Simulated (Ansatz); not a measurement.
**ClH₃InN: how energies converge with the basis set**

Aim: see how fast density functionals converge with the basis set for ClH₃InN.

Computed with Ansatz 0.2.0, Gaussian basis. Level: one geometry, several basis sets.

The runs, in order: PBE0-D4/def2-SVP; ωB97M-V/def2-SVP; PBE0-D4/def2-QZVPP; ωB97M-V/def2-QZVPP; the functionals' def2-TZVPP values are taken from earlier runs.

## Step 1: The relaxed structure

All runs share one geometry, relaxed beforehand with PBE0-D4 in a triple-zeta def2 set. In takes the def2 core potential; no spin-orbit term is included.

SMILES `[NH2][InH][Cl]`, 6 atoms, charge 0, spin multiplicity 1.

Atoms are counted from 1 here; the program's logs count them from 0.

Bond lengths: N1–In2 1.995 Å, N1–H4 1.007 Å, N1–H5 1.008 Å, In2–Cl3 2.339 Å, In2–H6 1.693 Å. Angles: In2–N1–H4 121.6°, In2–N1–H5 118.5°, H4–N1–H5 111.0°, N1–In2–Cl3 109.2°, N1–In2–H6 131.5°, Cl3–In2–H6 119.1°.

Geometry (Å):

```xyz
6
ClH3InN
N    -1.0208    0.1881   -0.5041
In    0.7921    0.1486    0.3279
Cl    0.9908   -1.7710    1.6492
H    -1.2194    0.7614   -1.3082
H    -1.5582   -0.6645   -0.5268
H     2.0575    1.2734    0.3158
```

## Step 2: PBE0-D4 in def2-SVP

in.yaml

```yaml
crystal:
  periodic: [false, false, false]
  atoms:
    - {symbol: N, position_ang: [-1.020817, 0.188086, -0.504109]}
    - {symbol: In, position_ang: [0.792063, 0.148642, 0.327859]}
    - {symbol: Cl, position_ang: [0.990842, -1.771034, 1.649202]}
    - {symbol: H, position_ang: [-1.219397, 0.761364, -1.308183]}
    - {symbol: H, position_ang: [-1.558226, -0.664540, -0.526779]}
    - {symbol: H, position_ang: [2.057534, 1.273382, 0.315810]}
basis:
  gaussian: {orbitals: def2-SVP}
hamiltonian: {xc: pbe0, dispersion: d4}
output: {orbitals: {seedname: orbitals}}
```

Launch:

```sh
$ ansatz run in.yaml --threads 2 --pin off --events-out ev --progress --plain --max-ram 20480MiB --backend cpu
```

Further steps of the session: ωB97M-V in def2-SVP; PBE0-D4 in def2-QZVPP; ωB97M-V in def2-QZVPP.

Q: Predict the results of all the runs planned. Wanted: PBE0-D4: double and triple zeta above quadruple; ωB97M-V: double and triple zeta above quadruple.

**Answer**, as computed:

| quantity | value |
| --- | --- |
| PBE0-D4: double and triple zeta above quadruple | 7.09, 0.52 eV |
| ωB97M-V: double and triple zeta above quadruple | 7.12, 0.50 eV |

For PBE0-D4 the step from double to triple zeta gains 6.57 eV and the next only 0.52 eV. These are total energies; as a rule much of such shifts cancels in differences, which this series doesn't test.
